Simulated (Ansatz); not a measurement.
# One shape, several levels: GeF2 (SMILES [F][Ge][F])

Aim: a comparison of 6 runs (UHF/STO-3G, B2PLYP/STO-3G, HSE06/STO-3G, r2SCAN0/STO-3G, UCCSD(T)/STO-3G, FCI/STO-3G) of GeF2. 

The calculation is run with Ansatz 0.2.0.

50 further runs of the same task are left out: 17 that didn't finish, 33 set aside as unsound or not needed.

## Step 1: The system as given

The species is GeF2 (3 atoms), meant as a singlet with charge 0. As SMILES, `[F][Ge][F]`. The F3–Ge1 distance was set to 3.596 Å, away from the relaxed value. At this shape a bond of the SMILES string is far longer than usual.

Bond lengths: Ge1–F2 1.800 Å.

## Step 2: The energy at UHF/STO-3G (run 1)

File in.yaml:

```yaml
crystal:
  periodic: [false, false, false]
  atoms:
    - {symbol: Ge, position_ang: [1.334328, -0.042510, -2.021887]}
    - {symbol: F, position_ang: [2.650638, -0.053340, -0.794407]}
    - {symbol: F, position_ang: [-1.325320, 0.026670, 0.397200]}
basis:
  gaussian:
    orbitals: STO-3G
magnetization:
  spin_polarized: true
hamiltonian:
  xc: hf
accuracy: high
```

On the command line:

```
$ ansatz run in.yaml --threads 1 --pin off --max-ram 2610MiB --events-out events.jsonl --progress --plain --runs-dir runs
```

Log, shortened:

```text
Warning: RAYON_NUM_THREADS=1 ignored (pool sized by the plan → 1); use --threads N
Functional definition: HF
  name "HF"
[...]
376 factors; integrals over basis functions are off by at most 4.0e-8 eV
[...]
mean field -61163.06440397 eV, -2247.7011590317 hartree, gradient 2.7e-8 eV, S^2 1.003416; 15 other end points of the search recorded, 0 dependent functions left out
reference -61163.06440397 eV, -2247.7011590317 hartree; 25, 25 occupied and 3, 3 virtual orbitals, 376 factors
Total energy: -61163.06440397 eV, -2247.7011590317 hartree
```

Run time: 3.3 s. Hardware: 1 thread of Arm Neoverse V1, shared host; peak memory 0.093 GiB.

## Step 3: A single-point energy at B2PLYP/STO-3G (run 2)

File run.yaml:

```yaml
crystal:
  periodic: [false, false, false]
  atoms:
    - {symbol: Ge, position_ang: [1.334328, -0.042510, -2.021887]}
    - {symbol: F, position_ang: [2.650638, -0.053340, -0.794407]}
    - {symbol: F, position_ang: [-1.325320, 0.026670, 0.397200]}
basis:
  gaussian: {orbitals: STO-3G}
total_charge: 0
hamiltonian: {xc: {name: B2PLYP}}
correlation: {frozen_orbitals: {F: 1, Ge: 9}}
accuracy: high
```

On the command line:

```
$ ansatz run run.yaml --threads 1 --pin off --max-ram 2610MiB --events-out events.jsonl --progress --plain --runs-dir runs
```

Log, shortened:

```text
Warning: RAYON_NUM_THREADS=1 ignored (pool sized by the plan → 1); use --threads N
Functional definition: B2PLYP
  name "B2PLYP"
[...]
376 factors; integrals over basis functions are off by at most 4.0e-8 eV
[...]
mean field -61197.13335750 eV, -2248.9531699813 hartree, gradient 1.9e-8 eV, S^2 0.000000; 6 other end points of the search recorded, 0 dependent functions left out; unrestricted orbitals would lower it
11 core orbitals not correlated: weight in the atoms' cores, before any rotation towards them, 1.000 or more for the frozen orbitals, at most 0.000 for the correlated occupied ones
reference -61197.13337210 eV, -2248.9531705180 hartree; 14, 14 occupied and 3, 3 virtual orbitals, 376 factors
second order -11.80344585 eV of doubles, -0.00000000 eV of singles
Total energy: -61200.32030248 eV, -2249.0702880492 hartree
```

Wall time 2.6 s (1 thread of Arm Neoverse V1, shared host); peak memory 0.098 GiB.

Run 3 isn't shown in full; the table further down has it.

## Step 4: A single-point energy at r2SCAN0/STO-3G (run 4)

File molecule.yaml:

```yaml
crystal:
  periodic: [false, false, false]
  atoms:
    - {symbol: Ge, position_ang: [1.334328, -0.042510, -2.021887]}
    - {symbol: F, position_ang: [2.650638, -0.053340, -0.794407]}
    - {symbol: F, position_ang: [-1.325320, 0.026670, 0.397200]}
basis:
  gaussian:
    orbitals: STO-3G
hamiltonian:
  xc: {name: r2SCAN0}
accuracy: high
```

On the command line:

```
$ ansatz run molecule.yaml --threads 1 --pin off --max-ram 2610MiB --events-out events.jsonl --progress --plain --runs-dir runs
```

Log:

```text
Warning: RAYON_NUM_THREADS=1 ignored (pool sized by the plan → 1); use --threads N
Functional definition: r2SCAN0
  name "r2SCAN0"
  parameter a = 0.25
  parameter k0 = 0.174
  parameter k1 = 0.065
  parameter a1 = 4.9479
  exchange = (1 - a)*r2scan_x(k0 = k0, k1 = k1, a1 = a1) + a*exact_x
  correlation = r2scan_c
376 factors; integrals over basis functions are off by at most 4.0e-8 eV
mean field evaluation 1: about -61206.3405 eV, gradient 1.7e1 eV
mean field evaluation 2: about -60857.5595 eV, gradient 1.3e1 eV
mean field evaluation 4: about -60996.7970 eV, gradient 1.7e2 eV
mean field evaluation 8: about -61214.7525 eV, gradient 1.3e0 eV
mean field evaluation 16: about -61214.7558 eV, gradient 1.8e-8 eV
mean field evaluation 32: about -61214.6965 eV, gradient 4.3e-1 eV
mean field -61214.75582279 eV, -2249.6007836356 hartree, gradient 1.5e-8 eV, S^2 0.000000; 3 other end points of the search recorded, 0 dependent functions left out
reference -61214.75582299 eV, -2249.6007836431 hartree; 25, 25 occupied and 3, 3 virtual orbitals, 376 factors
Total energy: -61214.75582299 eV, -2249.6007836431 hartree
```

It took 5.1 s on 1 thread of Arm Neoverse V1, shared host; peak memory 0.13 GiB.

Run 5 isn't shown in full; the table further down has it.

## Step 5: A single-point energy at FCI/STO-3G (run 6)

File input.yaml:

```yaml
crystal:
  periodic: [false, false, false]
  atoms:
    - symbol: Ge
      position_ang: [1.334328, -0.042510, -2.021887]
    - symbol: F
      position_ang: [2.650638, -0.053340, -0.794407]
    - symbol: F
      position_ang: [-1.325320, 0.026670, 0.397200]
basis:
  gaussian: {orbitals: STO-3G}
correlation: {method: fci, frozen_orbitals: {F: 1, Ge: 9}}
accuracy: high
```

On the command line:

```
$ ansatz run input.yaml --threads 1 --pin off --max-ram 2610MiB --events-out events.jsonl --progress --plain --runs-dir runs
```

Log, shortened:

```text
Warning: RAYON_NUM_THREADS=1 ignored (pool sized by the plan → 1); use --threads N
[... 2 set-up lines as earlier in the session ...]
[...]
376 factors; integrals over basis functions are off by at most 4.0e-8 eV
[...]
mean field -61156.79971275 eV, -2247.4709358760 hartree, gradient 3.5e-8 eV, S^2 0.000000; 7 other end points of the search recorded, 0 dependent functions left out; unrestricted orbitals would lower it
unrestricted determinant -61163.05885238 eV, -2247.7009550148 hartree, S^2 1.0020
11 core orbitals not correlated: weight in the atoms' cores, before any rotation towards them, 1.000 or more for the frozen orbitals, at most 0.000 for the correlated occupied ones
reference -61156.79971275 eV, -2247.4709358760 hartree; 14, 14 occupied and 3, 3 virtual orbitals, 376 factors
state -61164.84030838 eV, -2247.7664223152 hartree
Total energy: -61164.84030838 eV, -2247.7664223152 hartree
```

Run time: 5.7 s. Hardware: 1 thread of Arm Neoverse V1, shared host; peak memory 0.1 GiB.

## Step 6: Overview of the runs

```
run            level  frozen core orbitals   energy (Eh)  wall time
  1       UHF/STO-3G                     –  -2247.701159      3.3 s
  2    B2PLYP/STO-3G                    11  -2249.070288      2.6 s
  3     HSE06/STO-3G                     –  -2249.171541      4.8 s
  4   r2SCAN0/STO-3G                     –  -2249.600784      5.1 s
  5  UCCSD(T)/STO-3G                    11  -2247.764471      4.8 s
  6       FCI/STO-3G                    11  -2247.766422      5.7 s
```

## Step 7: Outcome

```
                                           quantity           value
                                run 6: total energy  -2247.76642 Eh
run 6: correlation energy (11 core orbitals frozen)      -295.5 mEh
```

**Reading.** Against full CI in this basis: UHF +65.3 mEh; UCCSD(T) +2.0 mEh. Totals of different functionals can't be ranked against each other. In run 2 the log says that unrestricted orbitals would lower the reference, so the values rest on an unstable closed-shell determinant (other closed-shell runs at this shape may share the fault). In runs 1, 2, 3, 4, 5, 6 the basis is minimal, so the values are rough. In runs 2, 3, 4 a closed-shell determinant meets a far-stretched bond, which it describes badly. Spin contamination of the reference: run 1 ⟨S²⟩ = 1.00, run 5 ⟨S²⟩ = 1.00. Where it is this large, the reference is a mixture of spin states, and values that rest on it are in doubt. All runs together took 26 s, the longest 5.7 s.
